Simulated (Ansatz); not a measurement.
# SiGeH₅ClO (singlet): geometry optimisation

Aim: relax a generated start of SiGeH₅ClO (singlet) and see which bonds hold.

Computed with Ansatz 0.2.0, Gaussian basis. Level: RKS PBE0/def2-SVP.

21 further runs of the same task are left out: 3 that didn't finish, 18 set aside as unsound or not needed.

### 1 The starting structure

9 atoms, charge 0, spin multiplicity 1.

Atoms are counted from 1 here; the program's logs count them from 0.

Bond lengths: Si1–O2 1.663 Å, Si1–Ge3 2.752 Å, Si1–H5 1.472 Å, Si1–H6 1.469 Å, Si1–H7 1.495 Å, O2–Ge3 1.805 Å, Ge3–Cl4 2.192 Å, Ge3–H8 1.480 Å, Ge3–H9 1.518 Å. Angles: O2–Si1–Ge3 39.3°, O2–Si1–H5 111.7°, O2–Si1–H6 114.2°, O2–Si1–H7 110.6°, Ge3–Si1–H5 151.0°, Ge3–Si1–H6 91.7°, Ge3–Si1–H7 89.3°, H5–Si1–H6 107.0°, H5–Si1–H7 105.2°, H6–Si1–H7 107.5°, Si1–O2–Ge3 104.9°, Si1–Ge3–O2 35.7°, Si1–Ge3–Cl4 142.6°, Si1–Ge3–H8 91.1°, Si1–Ge3–H9 89.0°, O2–Ge3–Cl4 107.0°, O2–Ge3–H8 110.3°, O2–Ge3–H9 108.1° and more.

Coordinates:

```xyz
9
ClGeH5OSi
Si    0.0876    1.3947    0.1844
O     0.5412   -0.0042    0.9607
Ge   -0.0417   -1.3384   -0.1065
Cl    0.6428   -3.2185    0.7890
H     0.4575    2.5919    0.9574
H     0.6647    1.5533   -1.1572
H    -1.3998    1.4616    0.0460
H    -1.5145   -1.2844   -0.2398
H     0.6506   -1.2023   -1.4510
```

The start is a generated structure. Sticks and bond lists go by distance. No spin-orbit coupling is included. 

### 2 Relaxation

The input, in.yaml:

```yaml
crystal:
  periodic: [false, false, false]
  atoms:
    - {symbol: Si, position_ang: [0.087600, 1.394700, 0.184400]}
    - {symbol: O, position_ang: [0.541200, -0.004200, 0.960700]}
    - {symbol: Ge, position_ang: [-0.041700, -1.338400, -0.106500]}
    - {symbol: Cl, position_ang: [0.642800, -3.218500, 0.789000]}
    - {symbol: H, position_ang: [0.457500, 2.591900, 0.957400]}
    - {symbol: H, position_ang: [0.664700, 1.553300, -1.157200]}
    - {symbol: H, position_ang: [-1.399800, 1.461600, 0.046000]}
    - {symbol: H, position_ang: [-1.514500, -1.284400, -0.239800]}
    - {symbol: H, position_ang: [0.650600, -1.202300, -1.451000]}
basis:
  gaussian: {orbitals: def2-SVP}
hamiltonian: {xc: pbe0}
relax: {f_tol: 0.01, max_steps: 150}
```

Launch:

```bash
$ ansatz run in.yaml --threads 1 --pin off --events-out ev --progress --plain --max-ram 24576MiB --backend cuda --devices 0, --max-vram 18GiB
```

Q: Predict the outcome of this session. Wanted: energy gained; shift from the start; total energy; dipole moment.

**Answer**, as computed:

| quantity | value |
| --- | --- |
| steps | 40 |
| energy gained | 0.492 eV |
| shift from the start (rms) | 1.206 Å |
| total energy | -79017.4477 eV |
| dipole moment | 1.30 D |

In words: By distance, Si1–Ge3 opened. Si1–Ge3 went from 2.752 to 3.195 Å. No vibrations were run, so this is a stationary point, not a proven minimum, and this spin need not be the ground state's.
